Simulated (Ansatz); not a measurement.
# HfSe4Cl6: a short molecular-dynamics run

A trajectory of HfSe4Cl6, a randomly packed cell with 11 atoms that was not relaxed first: 30 steps of 0.5 fs under a Langevin thermostat at 900 K.

All numbers below are computed with Ansatz 0.2.0 (DFT PBE, plane waves, PAW, scalar-relativistic, no spin polarisation).

### 1 Starting point

The cell holds 11 atoms (Cl6HfSe4): a = 6.644 Å, b = 7.172 Å, c = 6.732 Å, α = 77.59°, β = 82.98°, γ = 87.26°.

Coordinates:

```xyz
11
Lattice="6.6032 0.6159 0.3969 -0.3561 7.1382 0.5971 0.3424 0.9130 6.6613" Properties=species:S:1:pos:R:3 pbc="T T T"
Cl    4.9919    3.4260    1.2067
Cl    4.4052    7.5432    1.5952
Hf    2.2850    3.1996    6.8525
Cl    5.7879    2.9404    5.4077
Cl    1.7218    1.8477    3.7740
Cl    1.9712    6.6595    2.8152
Cl    0.4204    4.1762    2.7278
Se    0.4580    6.3041    6.6667
Se    5.7676    7.3891    4.2545
Se    4.0867    4.7520    3.7391
Se    3.6349    6.4355    6.3425
```

### 2 Dynamics

The input, input.yaml:

```yaml
crystal:
  lattice:
    - [6.603201, 0.615897, 0.396864]
    - [-0.356115, 7.138237, 0.597087]
    - [0.342446, 0.913006, 6.661312]
  atoms:
    - { symbol: Cl, position: [0.772445, 0.400615, 0.099219] }
    - { symbol: Cl, position: [0.714397, 0.981159, 0.108962] }
    - { symbol: Hf, position: [0.310969, 0.295592, 0.983686] }
    - { symbol: Cl, position: [0.851351, 0.243921, 0.739223] }
    - { symbol: Cl, position: [0.24204, 0.169287, 0.536968] }
    - { symbol: Cl, position: [0.328166, 0.862955, 0.325721] }
    - { symbol: Cl, position: [0.073882, 0.532974, 0.357319] }
    - { symbol: Se, position: [0.062102, 0.758961, 0.929081] }
    - { symbol: Se, position: [0.895423, 0.893253, 0.505267] }
    - { symbol: Se, position: [0.624007, 0.551156, 0.47473] }
    - { symbol: Se, position: [0.546448, 0.745334, 0.852777] }
kpoints:
  mp_grid: { grid: [2, 2, 2] }
magnetization:
  spin_polarized: false
scf:
  occupations: { method: gaussian, width: 0.1 }
hamiltonian:
  pseudopotentials: { kind: paw }
  xc: pbe
basis:
  ecutwfc: 420
md:
  timestep: 0.5
  n_steps: 30
  ensemble: nvt_langevin
  temperature: 900.0
  initial_velocities: maxwell_boltzmann
  seed: 325930
total_charge: 1
```

The run is started by

```bash
$ ansatz run input.yaml --threads 2 --pin off --max-ram 2560MiB --backend cpu --events-out ev --progress --plain --runs-dir out
```

**Question.** What will these runs give? Wanted: temperature, first and last step; temperature, second half; potential energy, second half; mean square displacement, second half.

The runs gave:

| quantity | value |
| --- | --- |
| length | 30 steps of 0.5 fs |
| temperature, first and last step | 818 and 815 K |
| temperature, second half | mean 786 K, from 729 to 862 K |
| potential energy, second half | -23 meV/atom from the start |
| mean square displacement, second half | Cl 0.007, Hf 0.003, Se 0.001 Å² |

In words: Against a set 900 K the second half averages 786 K with a spread of 33 K (in equilibrium 11 atoms would scatter by about 222 K, over a far longer run). Over the second half Cl atoms stand 0.1 Å (root mean square) from where they began, and the farthest move is 0.2 Å. Settings off the usual here: total_charge. Averages from a run of 15 fs with 11 atoms are rough. The k-mesh is coarse for this cell.
